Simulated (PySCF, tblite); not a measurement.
# C₆H₁₂AlBS: geometry, infrared bands and NMR shifts

Wanted: the infrared bands and NMR shifts of C₆H₁₂AlBS (`C#[C][Al]([S]BC)[CH](C)C`), by calculation.

Computed with tblite 0.8.0 and PySCF 2.14.0, with density-fitted response routines of our own, on a single molecule in the gas phase. Atoms are numbered from 0 throughout.

## 1. Starting geometry

21 atoms, charge 0, multiplicity 1; geometry from: force field or distance geometry start.

Bonds of the start (Å): C0–C1 1.21, C1–Al2 1.94, Al2–S3 2.26, S3–B4 1.90, B4–C5 1.59, Al2–C6 1.98, C6–C7 1.53, C6–C8 1.49, C0–H9 1.08, B4–H10 1.19, C5–H11 1.12, C5–H12 1.10, C5–H13 1.11, C6–H14 1.11, C7–H15 1.11, C7–H16 1.12, C7–H17 1.10, C8–H18 1.13, C8–H19 1.13, C8–H20 1.09.

## 2. Relaxing the molecule with GFN2-xTB

Job settings and geometry (Å):

```
{"job": {"kind": "relax", "xc": "GFN2-xTB", "basis": "xTB"}, "charge": 0, "multiplicity": 1}
C      0.464200     3.448400     1.087800
C      0.229500     2.386600     0.555300
Al    -0.078700     0.657400    -0.278400
S      1.573700    -0.222800    -1.552500
B      2.657700    -1.403200    -0.539600
C      3.910100    -0.780800     0.222000
C     -1.902100    -0.048500    -0.568000
C     -1.929000    -1.522500    -0.141500
C     -2.983500     0.637700     0.190800
H      0.645200     4.411500     1.544100
H      2.708600    -2.532600    -0.902000
H      3.924000    -1.108200     1.288100
H      3.837200     0.306500     0.105000
H      4.832600    -1.175300    -0.264300
H     -2.132100     0.048700    -1.651200
H     -2.256100    -2.068100    -1.055700
H     -0.872900    -1.774000     0.127100
H     -2.602700    -1.691200     0.716000
H     -3.897900    -0.025700     0.226200
H     -3.364500     1.559000    -0.335400
H     -2.772400     0.914100     1.225800
```

On the command line:

```sh
$ OMP_NUM_THREADS=1 python probes_run.py task.json out
```

One launch serves the whole session: the jobs run in the order shown.

**Question.** This job is followed by: GFN2-xTB harmonic vibrations, gas phase; GIAO PBE0/pcSseg-1 NMR shielding, non-relativistic, gas phase. Predict these results of the whole session: strongest single infrared mode (GFN2-xTB); zero-point energy (GFN2-xTB); ¹³C shifts against TMS (PBE0/pcSseg-1, means over atoms taken as alike); ¹H shifts against TMS (PBE0/pcSseg-1, means over atoms taken as alike); ²⁷Al shifts against AlH4- (PBE0/pcSseg-1); ³³S shifts against CS2 (PBE0/pcSseg-1); ¹¹B shifts against BF3·OEt2 (PBE0/pcSseg-1).

As calculated:

| quantity | value |
| --- | --- |
| strongest single infrared mode (GFN2-xTB) | 1104 cm⁻¹, 179 km/mol |
| zero-point energy (GFN2-xTB) | 99.9 kcal/mol |
| ¹³C shifts against TMS (PBE0/pcSseg-1, means over atoms taken as alike) | 108.6, 97.6, 27.9, 24.0, 21.3 ppm |
| ¹H shifts against TMS (PBE0/pcSseg-1, means over atoms taken as alike) | 7.26, 2.10, 1.35, 1.20, 1.20 ppm |
| ²⁷Al shifts against AlH4- (PBE0/pcSseg-1) | 145.2 ppm |
| ³³S shifts against CS2 (PBE0/pcSseg-1) | 47 ppm |
| ¹¹B shifts against BF3·OEt2 (PBE0/pcSseg-1) | 72.6 ppm |

**Reading.** Over 257 steps the energy fell by 1.118 eV; of the close pairs, S3–B4 changed most, 1.896 to 1.769 Å. No mode is imaginary among the 57: a minimum at this level. GFN2-xTB is a fitted tight-binding method: band positions and strengths are rough. Its intensities can rank the bands wrongly. At PBE0/pcSseg-1: Shielding is most anisotropic at S3 (span 453 ppm, paramagnetic term -604 ppm).
